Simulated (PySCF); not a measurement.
**HBr−: bond curves at several levels of theory**

An exercise on one series of results from a longer session: the logs are not shown, and one member is left open.

Program: PySCF 2.14.0. Level of theory: H def2-SVPD, Br def2-SVPD, no relativity. These are calculated values, not measurements.

1 further run of the same task is left out (set aside as unsound or not needed).

Set-up of the first run:

The job is set up so:

```
atoms                         : H, Br
charge                        : -1
basis                         : H def2-SVPD, Br def2-SVPD
Hamiltonian                   : no relativity
basis functions               : 49
electrons treated             : 37
masses in u                   : 1.0078, 78.9183
levels                        : PBE0, PBE, r²SCAN, BLYP, BP86, PBEsol, CAM-B3LYP, HF, MP2, SCS-MP2, CCSD, CCSD(T)
grid                          : 80 radial by 434 angular points
occupations                   : held fixed by the projection of orbital angular momentum
dissociation limit            : H + Br−, each in its ground configuration
starting distance in angstrom : 1.535
values of 2S to try           : 1, 3
```

The run is started by

```
$ OMP_NUM_THREADS=1 python dia.py task.json out
```

Steps of the session up to this table: The job; The PBE0 curve of the state that the search chose; PBE (GGA); r²SCAN (meta-GGA); BLYP (GGA); BP86 (GGA); PBEsol (GGA); CAM-B3LYP (range-separated hybrid); UHF; Adding correlation.

One table of the session follows, with a row left open; its other results are not shown here.

Energy (eV) from each level's lowest point:

```
R (Å)    UHF  UHF-MP2  UHF-SCS-MP2  UHF-CCSD  UHF-CCSD(T)
1.977  0.396    0.187        0.181       n/a          n/a
2.069  0.301    0.129        0.123     0.076        0.070
2.161  0.227    0.086        0.082     0.041        0.037
2.230  0.182    0.062        0.059     0.024        0.020
2.299  0.145    0.044        0.041     0.012        0.010
2.368      ?        ?            ?         ?            ?
2.460  0.080    0.017        0.016     0.000        0.000
2.575  0.048    0.007        0.006     0.000        0.002
2.713  0.022    0.001        0.001     0.005        0.009
2.897  0.000    0.000        0.000       n/a          n/a
```

**Question.** Estimate the row for R (Å) = 2.368.

Worked estimate for «UHF». A straight line through the neighbours (2.299, 0.145) and (2.460, 0.080) gives 0.145 + (0.080 − 0.145) × (2.368 − 2.299) / (2.460 − 2.299) = 0.117; a parabola fitted to 4 rows on both sides gives 0.114.

As computed: UHF: 0.113; UHF-MP2: 0.030; UHF-SCS-MP2: 0.028; UHF-CCSD: 0.005; UHF-CCSD(T): 0.003. In «UHF» the line misses by +0.004 and the parabola by +0.001.

Caveats from the session: The bond is weak, and basis-set superposition, which was not computed, may be a sizeable part of it.
